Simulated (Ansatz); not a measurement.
# PF3: relaxing cell and atoms at 20 GPa

Aim: in PF3, a structure type of another compound, with these elements put in, relax cell and atoms at 20 GPa, then read levels, charges and fields where it ends.

Method: DFT, r2SCAN, no spin polarisation, plane waves, PAW, in Ansatz 0.2.0.

### 1 The structure

It takes space group P6_3/mmc (No. 194, hexagonal). Conventional cell: a = 4.246 Å, b = 4.246 Å, c = 7.535 Å, α = 90.00°, β = 90.00°, γ = 120.00°. F (site symmetry -6m2) has 3 P at 2.45 Å and 6 F at 2.76 Å as nearest neighbours. F (site symmetry 3m) has 4 P at 2.49 to 2.76 Å and 7 F at 2.55 to 2.76 Å as nearest neighbours. P (site symmetry -6m2) is surrounded by 11 F at 2.45 to 2.76 Å.

As a file:

```cif
data_structure
_symmetry_space_group_name_H-M 'P 1'
_symmetry_Int_Tables_number 1
_cell_length_a 4.2458
_cell_length_b 4.2458
_cell_length_c 7.5355
_cell_angle_alpha 90.000
_cell_angle_beta 90.000
_cell_angle_gamma 60.000
_cell_volume 117.64
loop_
_atom_site_label
_atom_site_type_symbol
_atom_site_fract_x
_atom_site_fract_y
_atom_site_fract_z
_atom_site_occupancy
F1 F 0.00000 0.00000 0.25000 1
F2 F 0.00000 0.00000 0.75000 1
F3 F 0.33330 0.33340 0.58062 1
F4 F 0.66660 0.66670 0.08062 1
F5 F 0.33330 0.33340 0.91938 1
F6 F 0.66670 0.66670 0.41938 1
P1 P 0.33330 0.33340 0.25000 1
P2 P 0.66660 0.66670 0.75000 1
```

The first density is read from a saved solution for the starting cell.

### 2 The relaxation

input.yaml reads:

```yaml
crystal:
  lattice:
    - [2.122912, 3.676986, 0.0]
    - [-2.122912, 3.676986, 0.0]
    - [0.0, 0.0, 7.535496]
  atoms:
    - { symbol: F, position: [0.0, 0.0, 0.25] }
    - { symbol: F, position: [0.0, 0.0, 0.75] }
    - { symbol: F, position: [0.3333, 0.3334, 0.58062] }
    - { symbol: F, position: [0.6666, 0.6667, 0.08062] }
    - { symbol: F, position: [0.3333, 0.3334, 0.91938] }
    - { symbol: F, position: [0.6667, 0.6667, 0.41938] }
    - { symbol: P, position: [0.3333, 0.3334, 0.25] }
    - { symbol: P, position: [0.6666, 0.6667, 0.75] }
  symmetry: { tolerance: 0.0003 }
kpoints:
  mp_grid: { grid: [6, 6, 4], shift: [0, 0, 0] }
magnetization:
  spin_polarized: false
scf:
  occupations: { method: fermi_dirac }
  lower_state_search: "off"
hamiltonian:
  pseudopotentials: { kind: paw }
  xc: r2scan
basis:
  ecutwfc: 500
  fft_grid_basis: typed
relax:
  max_steps: 40
  cell: { p_target: 20.0 }
  f_tol: 0.03
output:
  forces: true
  stress: true
  eigenvalues: true
  bader: true
  populations: true
  elf: true
  write_potential: true
  volumetric_format: npy
  dos:
    e_range: [-12, 8]
    de: 0.05
    projected: { site_lists: { F: [F], P: [P] } }
  write_density: true
checkpoint:
  read: saved_state
```

On the command line:

```
> ansatz run input.yaml --threads 2 --pin off --max-ram 2560MiB --backend cpu --events-out ev --progress --plain --runs-dir out
```

Before running it: what results should come out? Wanted: moves; largest move; cell; volume; pressure at the end; gap; least direct gap; Bader charges.

**Answer**, as computed:

| quantity | value |
| --- | --- |
| moves | 8 |
| largest move | 0.15 Å (F) |
| space group (0.01 Å), before / after | P6_3/mmc / P6_3/mmc |
| cell | a = 3.786 Å, b = 3.786 Å, c = 5.883 Å, α = 90.00°, β = 90.00°, γ = 60.00° |
| volume | 9.13 Å³/atom (-37.9 %) |
| pressure at the end | 19.99 GPa |
| gap (mesh) | 1.55 eV, indirect |
| least direct gap | 2.25 eV |
| Bader charges | F -0.74 to -0.61, P +2.10 e |

What this shows: The volume shrank by 37.9 %, and the largest move of an atom is 0.15 Å apart from the change of the cell. The shape changed more than that tells: the edges moved by -11, -11, -22 %. The run held to 24 symmetry operations, so a lower structure without them is not ruled out. The levels show a gap of 1.55 eV, with the least direct gap at 2.25 eV; within 0.7 eV of the edges the states project mainly on F p (57 %) and P s (38 %) below and P p (82 %) above. Gaps from semilocal functionals tend to lie below the measured ones. P loses most charge (+2.10 e on average) and F gains most (-0.70 e).
